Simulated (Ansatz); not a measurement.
# Cs2InPd: the cost of one run

Program: Ansatz 0.2.0. Level of theory: DFT PBE, scalar-relativistic, plane waves, PAW. These are calculated values, not measurements.

## 1. Starting point

The structure is cubic, space group Fd-3m (No. 227). Conventional cell: a = 9.011 Å, b = 9.011 Å, c = 9.011 Å, α = 90.00°, β = 90.00°, γ = 90.00°. Cs (site symmetry -3m) has 2 Pd at 1.95 Å as nearest neighbours. In (site symmetry -43m) has 12 Cs at 3.74 Å and 4 In at 3.90 Å and 4 Pd at 3.90 Å as nearest neighbours. Pd (site symmetry -43m) has 4 Cs at 1.95 Å as nearest neighbours.

As a file:

```cif
data_structure
_symmetry_space_group_name_H-M 'P 1'
_symmetry_Int_Tables_number 1
_cell_length_a 6.3719
_cell_length_b 6.3719
_cell_length_c 6.3719
_cell_angle_alpha 60.000
_cell_angle_beta 60.000
_cell_angle_gamma 60.000
_cell_volume 182.93
loop_
_atom_site_label
_atom_site_type_symbol
_atom_site_fract_x
_atom_site_fract_y
_atom_site_fract_z
_atom_site_occupancy
Cs1 Cs 0.12500 0.12500 0.12500 1
Cs2 Cs 0.12500 0.12500 0.62500 1
Cs3 Cs 0.12500 0.62500 0.12500 1
Cs4 Cs 0.62500 0.12500 0.12500 1
In1 In 0.50000 0.50000 0.50000 1
In2 In 0.75000 0.75000 0.75000 1
Pd1 Pd 0.00000 0.00000 0.00000 1
Pd2 Pd 0.25000 0.25000 0.25000 1
```

Recipe of the guess: random cell by space group and Wyckoff sites (Fd-3m, No. 227). Its size is a rough estimate.

## 2. Probe: one point on a coarse mesh

The input, input.yaml:

```yaml
crystal:
  lattice:
    - [0.0, 4.50562558, 4.50562558]
    - [4.50562558, 0.0, 4.50562558]
    - [4.50562558, 4.50562558, 0.0]
  atoms:
    - { symbol: Cs, position: [0.125, 0.125, 0.125] }
    - { symbol: Cs, position: [0.125, 0.125, 0.625] }
    - { symbol: Cs, position: [0.125, 0.625, 0.125] }
    - { symbol: Cs, position: [0.625, 0.125, 0.125] }
    - { symbol: In, position: [0.5, 0.5, 0.5] }
    - { symbol: In, position: [0.75, 0.75, 0.75] }
    - { symbol: Pd, position: [0.0, 0.0, 0.0] }
    - { symbol: Pd, position: [0.25, 0.25, 0.25] }
basis:
  ecutwfc: 420
kpoints:
  mp_grid: { grid: [4, 4, 4] }
hamiltonian:
  xc: pbe
scf:
  occupations: { method: gaussian, width: 0.1 }
  lower_state_search: "off"
output:
  forces: true
  stress: true
  eigenvalues: true
```

Started as:

```sh
$ ansatz run input.yaml --threads 1 --pin off --max-ram 2560MiB --backend cpu --events-out ev --progress --plain --runs-dir out
```

What time and memory should one allow on 1 thread of Arm Neoverse V2, shared host?

About 6.7 s, with a peak of 0.47 GiB.
